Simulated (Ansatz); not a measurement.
# Ag3HO: the cost of one run

Program: Ansatz 0.2.0. Level of theory: DFT LDA, scalar-relativistic, plane waves, PAW. These are calculated values, not measurements.

**1. The starting structure**

The structure is cubic, space group Pm-3m (No. 221). Conventional cell: a = 5.000 Å, b = 5.000 Å, c = 5.000 Å, α = 90.00°, β = 90.00°, γ = 90.00°. Around O (site symmetry m-3m) lie 12 Ag at 3.54 Å. Around H (site symmetry m-3m) lie 6 Ag at 2.50 Å. Ag (site symmetry 4/mmm) is surrounded by 2 H at 2.50 Å and 4 O at 3.54 Å and 8 Ag at 3.54 Å.

As a file:

```
CELL_PARAMETERS angstrom
5.00000 0.00000 0.00000
0.00000 5.00000 0.00000
0.00000 0.00000 5.00000
ATOMIC_POSITIONS crystal
O 0.00000 0.00000 0.00000
H 0.50000 0.50000 0.50000
Ag 0.50000 0.50000 0.00000
Ag 0.50000 0.00000 0.50000
Ag 0.00000 0.50000 0.50000
```

This is a trial structure built by rule; it need not be a known or stable form of this composition.

The cell is the ideal cubic antiperovskite prototype; whether it is the stable structure of this composition wasn't checked.

**2. Seeking zero pressure, try 1**

Input file input.yaml:

```yaml
crystal:
  lattice:
    - [5.0, 0.0, 0.0]
    - [0.0, 5.0, 0.0]
    - [0.0, 0.0, 5.0]
  atoms:
    - { symbol: O, position: [0.0, 0.0, 0.0] }
    - { symbol: H, position: [0.5, 0.5, 0.5] }
    - { symbol: Ag, position: [0.5, 0.5, 0.0] }
    - { symbol: Ag, position: [0.5, 0.0, 0.5] }
    - { symbol: Ag, position: [0.0, 0.5, 0.5] }
basis:
  ecutwfc: 420
kpoints:
  mp_grid: { grid: [4, 4, 4] }
hamiltonian:
  xc: lda
scf:
  occupations: { method: gaussian, width: 0.05 }
output:
  forces: true
  stress: true
  eigenvalues: true
```

Launch:

```bash
$ ansatz run input.yaml --threads 1 --pin off --max-ram 1228MiB --backend cpu --events-out ev --progress --plain --runs-dir out
```

**Question.** How long does this run take on 1 thread of Arm Neoverse V2, shared host, and how much memory does it need?

About 2.8 s, with a peak of 0.34 GiB.
